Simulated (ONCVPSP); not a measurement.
# Pseudopotential generation for F: ONCV, PBE

Task: generate the file, and judge it by its errors in other configurations, its logarithmic derivatives, its ghosts and its cutoff.

The numbers are computed with ONCVPSP 4.0.1 (PBE, scalar-relativistic, spin-unpolarised reference atom).

## 1. The design

The settings as typed:

- element: fluorine (F, Z = 9)
- type: optimised norm-conserving Vanderbilt (ONCV)
- frozen core: none
- valence charge: 9
- reference configuration: 1s2 2s2 2p5
- partial waves: 1s+2s: rc 0.40 bohr, ncon 5, nbas 8, qcut 38 1/bohr, 2 projectors; 2p: rc 1.90 bohr, ncon 4, nbas 7, qcut 7.5 1/bohr, 2 projectors, debl 1.9 Ha; d scattering state at 0.38 Ha: rc 2.00 bohr, ncon 4, nbas 8, qcut 4.4 1/bohr, 1 projector
- local potential: polynomial inside 0.30 bohr (lpopt 5, dvloc0 0 Ha)
- core correction: not asked for

An earlier all-electron run gives the scale for the radii.

All-electron outer shells of the reference configuration (PBE, scalar-relativistic, ld1.x):

```csv
shell,level (eV),outermost node (bohr),outermost maximum (bohr)
1s,-663.37,–,0.11
2s,-29.90,0.24,0.76
2p,-11.11,–,0.71
```

## 2. Generating the potential

Contents of F.dat:

```
# ATOM AND REFERENCE CONFIGURATION
# atsym  z   nc   nv     iexc    psfile
  F 9.00    0    3        4      upf
#
#   n    l    f
    1    0    2.00
    2    0    2.00
    2    1    5.00
#
# PSEUDOPOTENTIAL AND OPTIMIZATION
# lmax
    2
#
#   l,   rc,      ep,       ncon, nbas, qcut
    0    0.40    0.00    5    8   38.00
    1    1.90    0.00    4    7    7.50
    2    2.00    0.38    4    8    4.40
#
# LOCAL POTENTIAL
# lloc, lpopt,  rc(5),   dvloc0
    4    5    0.30    0.00
#
# VANDERBILT-KLEINMAN-BYLANDER PROJECTORs
# l, nproj, debl
    0    2    2.10
    1    2    1.90
    2    1    0.80
#
# MODEL CORE CHARGE
# icmod, fcfact, rcfact
    0    0.00    0.00
#
# LOG DERIVATIVE ANALYSIS
# epsh1, epsh2, depsh
  -12.00    5.00    0.04
#
# OUTPUT GRID
# rlmax, drl
    6.00    0.01
#
# TEST CONFIGURATIONS
# ncnf
    4
# nvcnf
#   n    l    f
    3
    1    0    2.00
    2    0    2.00
    2    1    4.00
#
    3
    1    0    2.00
    2    0    2.00
    2    1    3.00
#
    3
    1    0    2.00
    2    0    2.00
    2    1    2.00
#
    3
    1    0    2.00
    2    0    1.00
    2    1    5.00
#
```

The run is started by

```console
$ oncvpsp.x < F.dat > F.out
```

What does the calculation give? Wanted: cutoffs for 1 and 0.1 mHa per electron, occupied waves; bound ghosts; GHOST(+) flags; largest test error; largest phase difference near zero energy, channels read.

**Answer**, as computed:

| quantity | value |
| --- | --- |
| cutoffs for 1 and 0.1 mHa per electron, occupied waves | 534 Ha and 608 Ha |
| bound ghosts | none found |
| GHOST(+) flags | p at 44 eV, d at 13 eV |
| largest test error (AE − PS) | +3374 meV, for 1s2 2s2 2p2 |
| largest phase difference near zero energy, channels read | 0.017 rad |

In words: The worst unpolarised test, 1s2 2s2 2p2, is off by 3374 meV on 118.4 eV; by total energies transferability rates as poor. That test lies far up in energy; among those under 40 eV, nearer to bonding, the largest error is 183 meV. By its cutoff, 534 Ha for the looser tolerance, it is very hard. The program's ghost test flags no bound state. Near zero energy the phases of the channels with partial waves agree within 0.017 rad. The program also flags highly localised states, GHOST(+) (p, d). These are tests on the free atom; a crystal test is still owed.
